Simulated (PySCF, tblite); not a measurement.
# C8H12: a rotation path, then NMR shifts on frames

How do NMR shifts of C8H12 (`C1CC1[C@@]12CC[C@@H]1C2`) change as the atoms move?

Programs: tblite 0.8.0 and PySCF 2.14.0, with density-fitted response routines of our own. Each step states its level of theory. These are calculated values for one molecule in the gas phase, unless marked as measured. Atoms are numbered from 0 throughout.

### 1 Starting geometry

20 atoms, charge 0, multiplicity 1; geometry from: GFN2-xTB.

Bonds of the start (Å): C0–C1 1.50, C1–C2 1.50, C2–C3 1.48, C3–C4 1.53, C4–C5 1.54, C5–C6 1.52, C6–C7 1.50, C2–C0 1.50, C6–C3 1.51, C7–C3 1.50, C0–H8 1.08, C0–H9 1.08, C1–H10 1.08, C1–H11 1.08, C2–H12 1.09, C4–H13 1.09, C4–H14 1.09, C5–H15 1.09, C5–H16 1.09, C6–H17 1.08, C7–H18 1.08, C7–H19 1.08.

### 2 A band between two rotamers with GFN2-xTB

What the job is given:

```
{"job": {"kind": "neb", "xc": "GFN2-xTB", "basis": "xTB", "atoms": [1, 2, 3, 4], "turn": 120}, "charge": 0, "multiplicity": 1}
C     -2.161035    -0.539460     0.590252
C     -1.931159     0.940067     0.598944
C     -1.293641     0.086486    -0.461096
C      0.174894    -0.128597    -0.446853
C      1.192223     0.912362    -0.920653
C      2.137077     0.484267     0.221194
C      1.110166    -0.548807     0.663741
C      0.827609    -1.479784    -0.476695
H     -1.682214    -1.129528     1.356725
H     -3.132832    -0.910154     0.300987
H     -2.743781     1.592570     0.318205
H     -1.290720     1.345804     1.367642
H     -1.709936     0.158853    -1.461330
H      0.832885     1.933789    -0.816957
H      1.568896     0.766355    -1.933008
H      3.100222     0.076660    -0.087155
H      2.303310     1.271098     0.953917
H      0.906079    -0.809534     1.689772
H      0.185104    -2.320567    -0.259920
H      1.601704    -1.691201    -1.200747
```

With the program's defaults for keys left out, this is: GFN2-xTB climbing-image nudged elastic band, gas phase.

The run is started by

```
$ OMP_NUM_THREADS=1 python probes_run.py task.json out
```

One launch serves the whole session: the jobs run in the order shown.

Standard output:

```text
image   E - E0 / eV
  0      -0.0000
  1       0.0068
  2       0.0233
  3       0.0457
  4       0.0657
  5       0.0694
  6       0.0515
  7       0.0272
  8       0.0166
```

It took 2.7 s on 1 thread of Intel Xeon Platinum 8375C at 2.90GHz, shared host; peak memory 0.18 GiB.

The final band, with the dihedral C1–C2–C3–C4:

```csv
image,dihedral (°),energy (eV),energy (kcal/mol)
0,-77,0.000,0.0
1,-65,0.007,0.2
2,-51,0.023,0.5
3,-37,0.046,1.1
4,-24,0.066,1.5
5,-10,0.069,1.6
6,5,0.052,1.2
7,19,0.027,0.6
8,33,0.017,0.4
```

### 3 Shielding tensors: image 0, PBE0/pcSseg-1

What the job is given:

```
{"job": {"kind": "nmr", "xc": "PBE0", "basis": "pcSseg-1", "pop": false}, "charge": 0, "multiplicity": 1}
C     -2.161000    -0.539500     0.590300
C     -1.931200     0.940100     0.598900
C     -1.293600     0.086500    -0.461100
C      0.174900    -0.128600    -0.446900
C      1.192200     0.912400    -0.920700
C      2.137100     0.484300     0.221200
C      1.110200    -0.548800     0.663700
C      0.827600    -1.479800    -0.476700
H     -1.682200    -1.129500     1.356700
H     -3.132800    -0.910200     0.301000
H     -2.743800     1.592600     0.318200
H     -1.290700     1.345800     1.367600
H     -1.709900     0.158900    -1.461300
H      0.832900     1.933800    -0.817000
H      1.568900     0.766400    -1.933000
H      3.100200     0.076700    -0.087200
H      2.303300     1.271100     0.953900
H      0.906100    -0.809500     1.689800
H      0.185100    -2.320600    -0.259900
H      1.601700    -1.691200    -1.200700
```

With the program's defaults for keys left out, this is: GIAO PBE0/pcSseg-1 NMR shielding, non-relativistic, gas phase.

Standard output:

```text
coarse grid: 16128 points
cycle   1  E = -311.4720932174  dE =  1.376e+00  |g| = 4.066e-01  |ddm| = 4.038e+00
cycle   2  E = -311.4636347591  dE =  8.458e-03  |g| = 4.673e-01  |ddm| = 9.096e-01
cycle   3  E = -311.5201859378  dE = -5.655e-02  |g| = 4.050e-02  |ddm| = 5.298e-01
cycle   4  E = -311.5204127393  dE = -2.268e-04  |g| = 2.295e-02  |ddm| = 6.472e-02
cycle   5  E = -311.5205260248  dE = -1.133e-04  |g| = 5.999e-03  |ddm| = 2.685e-02
cycle   6  E = -311.5205342454  dE = -8.221e-06  |g| = 1.174e-03  |ddm| = 7.308e-03
final grid: 154128 points
cycle   7  E = -311.5698333687  dE = -5.981e-05  |g| = 9.577e-03  |ddm| = 4.636e-02
cycle   8  E = -311.5698222862  dE =  1.108e-05  |g| = 1.184e-02  |ddm| = 2.253e-02
cycle   9  E = -311.5698575124  dE = -3.523e-05  |g| = 6.981e-04  |ddm| = 1.265e-02
cycle  10  E = -311.5698576059  dE = -9.358e-08  |g| = 2.752e-04  |ddm| = 9.089e-04
cycle  11  E = -311.5698576233  dE = -1.739e-08  |g| = 4.768e-05  |ddm| = 2.959e-04
cycle  12  E = -311.5698576238  dE = -4.466e-10  |g| = 2.043e-05  |ddm| = 8.055e-05
converged SCF energy = -311.5698576238

GIAO shielding tensors (ppm)
atom      isotropic    diamagn.    paramagn.     s11        s22        s33       span
  0 C      184.431     253.850     -69.419    158.860    178.826    215.606     56.746
  1 C      179.878     252.737     -72.859    151.083    173.808    214.745     63.662
  2 C      171.735     244.177     -72.443    136.459    161.050    217.694     81.235
  3 C      156.319     249.657     -93.338    122.201    139.631    207.126     84.924
  4 C      158.603     247.001     -88.398    142.291    156.276    177.243     34.952
  5 C      163.731     252.111     -88.380    151.921    165.913    173.360     21.439
  6 C      170.088     251.596     -81.509    143.642    157.991    208.631     64.989
  7 C      164.205     253.113     -88.909    141.299    149.907    201.408     60.110
  8 H       32.179      32.788      -0.610     25.781     31.651     39.104     13.324
  9 H       31.514      30.420       1.094     25.476     26.355     42.710     17.234
 10 H       31.227      30.509       0.719     25.200     26.423     42.059     16.859
 11 H       31.477      32.370      -0.893     25.385     29.990     39.055     13.670
 12 H       30.514      30.937      -0.423     23.195     28.115     40.231     17.036
 13 H       29.760      31.204      -1.444     26.322     27.963     34.995      8.673
 14 H       30.097      30.196      -0.099     26.125     26.777     37.390     11.265
 15 H       30.511      29.966       0.544     26.069     26.932     38.531     12.462
 16 H       29.885      30.858      -0.973     25.841     27.108     36.705     10.864
 17 H       30.524      33.232      -2.708     25.423     28.003     38.146     12.723
 18 H       31.122      32.918      -1.796     24.714     30.016     38.636     13.922
 19 H       31.374      32.390      -1.016     25.297     28.870     39.955     14.658
```

It took 26 s on 1 thread of Intel Xeon Platinum 8375C at 2.90GHz, shared host; peak memory 0.87 GiB.

The references, computed at this level on geometries of the same kind, shield at (ppm): ¹H TMS 31.72, ¹³C TMS 186.9. Their shielding less the atom's gives the shift. The references are single molecules in the gas phase. Each atom is listed at this fixed geometry, with no averaging over motion; a spectrum would average atoms that exchange fast.

```csv
atoms,environment,σ (ppm),δ (ppm)
C3,three-membered-ring carbon,156.3,30.6
C4,sp3 CH2 in a ring,158.6,28.3
C5,sp3 CH2 in a ring,163.7,23.2
C7,three-membered-ring carbon,164.2,22.7
C6,three-membered-ring carbon,170.1,16.8
C2,three-membered-ring carbon,171.7,15.2
C1,three-membered-ring carbon,179.9,7.0
C0,three-membered-ring carbon,184.4,2.5
H13,hydrogen on an sp3 CH2 in a ring,29.76,1.96
H16,hydrogen on an sp3 CH2 in a ring,29.88,1.83
H14,hydrogen on an sp3 CH2 in a ring,30.10,1.62
H15,hydrogen on an sp3 CH2 in a ring,30.51,1.21
H12,hydrogen on a three-membered-ring carbon,30.51,1.20
H17,hydrogen on a three-membered-ring carbon,30.52,1.19
H18,hydrogen on a three-membered-ring carbon,31.12,0.60
H10,hydrogen on a three-membered-ring carbon,31.23,0.49
H19,hydrogen on a three-membered-ring carbon,31.37,0.34
H11,hydrogen on a three-membered-ring carbon,31.48,0.24
H9,hydrogen on a three-membered-ring carbon,31.51,0.20
H8,hydrogen on a three-membered-ring carbon,32.18,-0.46
```

Ring of atoms C0, C1, C2: NICS(0) -44.1, NICS(1) -9.1, NICS(1)zz -23.5 ppm (means of both faces).

In rings of three or four atoms NICS is ruled by the nearby σ bonds, so it says little on aromaticity.

Ring of atoms C3, C4, C5, C6: NICS(0) -8.2, NICS(1) -3.3, NICS(1)zz 1.3 ppm (means of both faces; NICS(1) differs between them: -5.8 and -0.7).

Ring of atoms C3, C6, C7: NICS(0) -44.1, NICS(1) -8.2, NICS(1)zz -22.1 ppm (means of both faces; NICS(1) differs between them: -10.4 and -5.9).

The two faces differ (NICS(1)zz -19.3 and -24.9 ppm).

In rings of three or four atoms NICS is ruled by the nearby σ bonds, so it says little on aromaticity.

### 4 NMR shieldings: image 2, PBE0/pcSseg-1

What the job is given:

```
{"job": {"kind": "nmr", "xc": "PBE0", "basis": "pcSseg-1", "pop": false}, "charge": 0, "multiplicity": 1}
C     -2.087000    -0.369200     0.806300
C     -1.957100     1.050100     0.354300
C     -1.314300    -0.050400    -0.440400
C      0.166300    -0.184700    -0.447500
C      1.139900     0.956700    -0.752700
C      2.100600     0.406600     0.321100
C      1.125200    -0.730200     0.587900
C      0.877500    -1.484400    -0.684300
H     -1.522200    -0.671500     1.675100
H     -3.043200    -0.860800     0.715800
H     -2.823500     1.543300    -0.060600
H     -1.316900     1.705700     0.923200
H     -1.785800    -0.302500    -1.385600
H      0.735500     1.935900    -0.508200
H      1.523500     0.974200    -1.772400
H      3.088200     0.104400    -0.029900
H      2.219500     1.079300     1.168800
H      0.938600    -1.165700     1.556200
H      0.274600    -2.376700    -0.597700
H      1.655500    -1.549200    -1.432400
```

Method: GIAO PBE0/pcSseg-1 NMR shielding, non-relativistic, gas phase.

Standard output:

```text
coarse grid: 16128 points
cycle   1  E = -311.4705702830  dE =  1.376e+00  |g| = 4.068e-01  |ddm| = 4.045e+00
cycle   2  E = -311.4620165944  dE =  8.554e-03  |g| = 4.677e-01  |ddm| = 9.093e-01
cycle   3  E = -311.5186793259  dE = -5.666e-02  |g| = 4.064e-02  |ddm| = 5.306e-01
cycle   4  E = -311.5189067062  dE = -2.274e-04  |g| = 2.313e-02  |ddm| = 6.560e-02
cycle   5  E = -311.5190220443  dE = -1.153e-04  |g| = 5.991e-03  |ddm| = 2.720e-02
cycle   6  E = -311.5190302475  dE = -8.203e-06  |g| = 1.159e-03  |ddm| = 7.231e-03
final grid: 154128 points
cycle   7  E = -311.5688529954  dE = -5.928e-05  |g| = 9.969e-03  |ddm| = 4.687e-02
cycle   8  E = -311.5688408199  dE =  1.218e-05  |g| = 1.233e-02  |ddm| = 2.328e-02
cycle   9  E = -311.5688790179  dE = -3.820e-05  |g| = 7.488e-04  |ddm| = 1.323e-02
cycle  10  E = -311.5688791273  dE = -1.094e-07  |g| = 2.782e-04  |ddm| = 9.839e-04
cycle  11  E = -311.5688791451  dE = -1.781e-08  |g| = 4.802e-05  |ddm| = 2.896e-04
cycle  12  E = -311.5688791455  dE = -4.410e-10  |g| = 2.110e-05  |ddm| = 7.854e-05
converged SCF energy = -311.5688791455

GIAO shielding tensors (ppm)
atom      isotropic    diamagn.    paramagn.     s11        s22        s33       span
  0 C      179.573     253.145     -73.572    150.359    175.242    213.117     62.758
  1 C      181.304     252.972     -71.668    152.132    175.560    216.221     64.089
  2 C      171.767     244.717     -72.950    135.163    158.945    221.192     86.029
  3 C      156.386     249.634     -93.247    123.291    138.445    207.423     84.132
  4 C      157.823     246.847     -89.024    141.141    155.196    177.132     35.991
  5 C      163.696     252.040     -88.344    152.302    165.755    173.030     20.728
  6 C      166.010     251.776     -85.766    136.585    156.207    205.239     68.654
  7 C      164.297     253.509     -89.212    142.096    150.420    200.375     58.278
  8 H       31.835      32.560      -0.726     25.472     31.093     38.939     13.467
  9 H       31.373      30.381       0.992     25.466     26.173     42.480     17.014
 10 H       31.224      30.391       0.833     25.166     26.407     42.099     16.933
 11 H       31.425      32.454      -1.029     25.494     29.611     39.170     13.676
 12 H       30.486      31.009      -0.523     22.316     28.548     40.593     18.277
 13 H       29.850      31.451      -1.601     26.032     28.853     34.665      8.632
 14 H       30.123      30.319      -0.196     26.065     26.889     37.415     11.350
 15 H       30.540      29.873       0.667     26.052     26.992     38.578     12.526
 16 H       29.949      30.908      -0.958     25.851     27.326     36.670     10.819
 17 H       30.418      33.140      -2.722     25.617     27.521     38.117     12.499
 18 H       31.069      32.796      -1.728     24.938     29.268     39.000     14.063
 19 H       31.287      32.350      -1.063     25.383     28.826     39.653     14.269
```

It took 29 s on 1 thread of Intel Xeon Platinum 8375C at 2.90GHz, shared host; peak memory 0.88 GiB.

Key values: δ C3 30.5, C4 29.1, C5 23.2, C7 22.6, H13 1.87, H16 1.77 ppm.

(Part 1 of 2 ends here.)
